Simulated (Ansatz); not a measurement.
**Cu+ with AsH3: structure and interaction energy**

An exercise on one series of results from a longer session: the logs are not shown, and one member is left open.

Computed with Ansatz 0.2.0, Gaussian basis. Level: PBE0-D4 structure, single points in def2-TZVPPD.

Levels: PBE-D4, revPBE-D4, BLYP-D4, r2SCAN-D4, B97M-V, PBE0-D4, B3LYP-D4, HSE06-D4, wB97X-V, wB97M-V, B2PLYP, Hartree-Fock, MP2, CCSD, CCSD(T). The reference is CCSD(T) extrapolated to the basis limit. For elements past Ar these valence bases correlate outer-core shells poorly and lack relativity, so that limit is rough.

Cores are frozen in the correlated methods. The 3s and 3p shells of Cu and Zn are frozen; filled d shells are correlated. B3LYP uses VWN-RPA correlation. B2PLYP carries no dispersion term here.

163 further runs of the same task are left out: 163 set aside as unsound or not needed. Runs told in other sessions of the task aren't counted.

## Where the work starts

The pair, from a GFN2-xTB docking trial: 5 atoms, charge 1, spin multiplicity 1.

Atoms are counted from 1 here; the program's logs count them from 0.

Bond lengths: Cu1–As2 2.909 Å, Cu1–H4 1.611 Å, As2–H3 1.516 Å, As2–H4 1.779 Å, As2–H5 1.498 Å. Angles: As2–Cu1–H4 32.6°, Cu1–As2–H3 60.3°, Cu1–As2–H4 29.2°, Cu1–As2–H5 89.4°, H3–As2–H4 89.5°, H3–As2–H5 89.7°, H4–As2–H5 88.9°, Cu1–H4–As2 118.1°.

Geometry (Å):

```xyz
5
charge 1, multiplicity 1
Cu   -0.0103   -0.1732   -1.8825
As    0.0151    0.5749    0.9289
H    -1.2608    0.0459    0.3036
H     0.8444    0.3778   -0.6329
H     0.4116   -0.8254    1.2830
```

Atoms 1 to 1 are fragment A (Cu+), the rest fragment B (AsH3).

The first run:

File pre/in.yaml:

```yaml
crystal:
  periodic: [false, false, false]
  atoms:
    - {symbol: Cu, position_ang: [-0.010300, -0.173200, -1.882500]}
    - {symbol: As, position_ang: [0.015100, 0.574900, 0.928900]}
    - {symbol: H, position_ang: [-1.260800, 0.045900, 0.303600]}
    - {symbol: H, position_ang: [0.844400, 0.377800, -0.632900]}
    - {symbol: H, position_ang: [0.411600, -0.825400, 1.283000]}
basis:
  gaussian: {orbitals: def2-SVP}
total_charge: 1
hamiltonian: {xc: pbe, dispersion: d4}
relax: {f_tol: 0.03, max_steps: 250}
```

Launch:

```sh
$ ansatz run in.yaml --threads 4 --pin off --events-out ev --progress --plain --max-ram 9574MiB
```

Steps of the session up to this table: A first relaxation in a small basis; Relaxation at PBE0-D4; wB97X-V/def2-TZVPPD; wB97M-V/def2-TZVPPD; B2PLYP/def2-TZVPPD; B97M-V/def2-TZVPPD; CCSD(T)/def2-TZVPPD; MP2/def2-QZVPPD; Hartree-Fock/STO-3G; SPW92/def2-SVP; wB97M-V/def2-SVP; CCSD(T)/def2-SVP; Vibrations of the pair.

One table of the session follows, with a row left open; its other results are not shown here.

```
      method  interaction (meV)
      PBE-D4              -2071
   revPBE-D4              -1871
     BLYP-D4              -1924
   r2SCAN-D4              -2012
      B97M-V              -1910
     PBE0-D4              -1704
    B3LYP-D4              -1677
    HSE06-D4              -1697
     wB97X-V              -1518
     wB97M-V              -1564
      B2PLYP              -1512
Hartree-Fock               -526
         MP2                  ?
        CCSD              -1134
     CCSD(T)              -1265
 CCSD(T)/CBS              -1483
```

Estimate the missing values for MP2.

**Answer.** interaction (meV): -1335. In the column «interaction (meV)» it lies between CCSD(T)/CBS (-1483) and CCSD(T) (-1265).
